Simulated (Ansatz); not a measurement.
# Sn: the cost of one run

Program: Ansatz 0.2.0. Level of theory: DFT r2SCAN, scalar-relativistic, plane waves, PAW. These are calculated values, not measurements.

2 further runs of the same task are left out: 1 for a known fault of the program, 1 that didn't finish.

**1. The starting structure**

It takes space group Im-3m (No. 229, cubic). Conventional cell: a = 3.789 Å, b = 3.789 Å, c = 3.789 Å, α = 90.00°, β = 90.00°, γ = 90.00°. Sn (site symmetry m-3m) is surrounded by 8 Sn at 3.28 Å.

Structure file:

```xyz
1
Lattice="-1.8947 1.8947 1.8947 1.8947 -1.8947 1.8947 1.8947 1.8947 -1.8947" Properties=species:S:1:pos:R:3 pbc="T T T"
Sn    0.0000    0.0000    0.0000
```

The structure comes from the Materials Project (structure only).

(A quick probe on a coarse mesh, which set the mesh and smearing, is not shown.)

**3. Relaxing cell and atoms**

input.yaml reads:

```yaml
crystal:
  lattice:
    - [-1.8946518192, 1.8946518192, 1.8946518192]
    - [1.8946518192, -1.8946518192, 1.8946518192]
    - [1.8946518192, 1.8946518192, -1.8946518192]
  atoms:
    - { symbol: Sn, position: [0.0, 0.0, 0.0] }
basis:
  ecutwfc: 500
kpoints:
  mp_grid: { grid: [16, 16, 16] }
hamiltonian:
  xc: r2scan
scf:
  occupations: { method: gaussian, width: 0.1 }
output:
  forces: true
  stress: true
  eigenvalues: true
  write_density: true
  write_potential: true
  elf: true
  volumetric_format: npy
relax:
  adjacent_minimum: "off"
  f_tol: 0.005
  max_steps: 80
  cell: { stress_tol: 0.05 }
```

Run with:

```sh
$ ansatz run input.yaml --threads 1 --pin off --max-ram 2560MiB --backend cpu --events-out ev --progress --plain --runs-dir out
```

**Question.** How long does this run take on 1 thread of Intel Xeon at 2.50GHz (Skylake/Cascade Lake), shared host, and how much memory does it need?

About 36 s, with a peak of 0.44 GiB.
